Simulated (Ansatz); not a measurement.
# CH₇AsSSi, SMILES CS[SiH2][AsH2]: a single point in a Gaussian basis

With the Ansatz DFT code, driven from Python.

The cells in order, each with its output:

**Cell 1**
```python
import ansatz as az

GEOMETRY = """
C     1.58630    0.53600    0.84580
S     1.50200   -1.14230    0.14820
Si   -0.63080   -1.10040   -0.15010
As   -1.16560    0.36430   -1.87030
H     1.26490    1.28260    0.09060
H     2.63520    0.75290    1.13360
H     0.94690    0.61130    1.75010
H    -1.30380   -0.67870    1.08760
H    -1.09030   -2.44920   -0.51270
H    -1.04780    1.60800   -0.93040
H    -2.69710    0.21540   -1.59250
"""
```

**Cell 2**
```python
molecule = az.Crystal.molecule()
for line in GEOMETRY.strip().splitlines():
    symbol, *xyz = line.split()
    molecule = molecule.atom(symbol, [float(v) for v in xyz])
```

**Cell 3**
```python
calculation = molecule.calculation()
calculation = calculation.basis(gaussian="def2-SVP")
calculation = calculation.functional(az.LibraryFunctional("wB97M-V"))
out = calculation.run(threads=1)
report = out.report

report["n_occupied"], report["n_virtual"]
```
Output:
```text
([38, 38], [79, 79])
```

**Cell 4**
```python
sorted(key for key in report if key.endswith("_ev"))
```
Output:
```text
['free_energy_ev', 'reference_energy_ev']
```

**Cell 5**
```python
{key: value for key, value in report.items() if isinstance(value, (int, float)) and "ev" in key}
```
Output:
```text
{'free_energy_ev': -80686.23875593599, 'reference_energy_ev': -80686.23875593599}
```

**Cell 6**
```python
for key in ("converged", "free_energy_ev", "reference_energy_ev", "n_frozen", "n_occupied", "n_virtual"):
    print(f"{key:22s} {report[key]}")
```
Output:
```text
converged              True
free_energy_ev         -80686.23875593599
reference_energy_ev    -80686.23875593599
n_frozen               0
n_occupied             [38, 38]
n_virtual              [79, 79]
```

Total energies depend on the basis set; only differences at equal settings carry meaning. The geometry is a force-field or estimated start, not a minimum of this method, and the basis set is short of its limit. The whole script took 24 s on 1 thread of Arm Neoverse V1, with other jobs on the host, peak memory 0.45 GiB.

(Lines on the test bed's own set-up are left out of the output.)
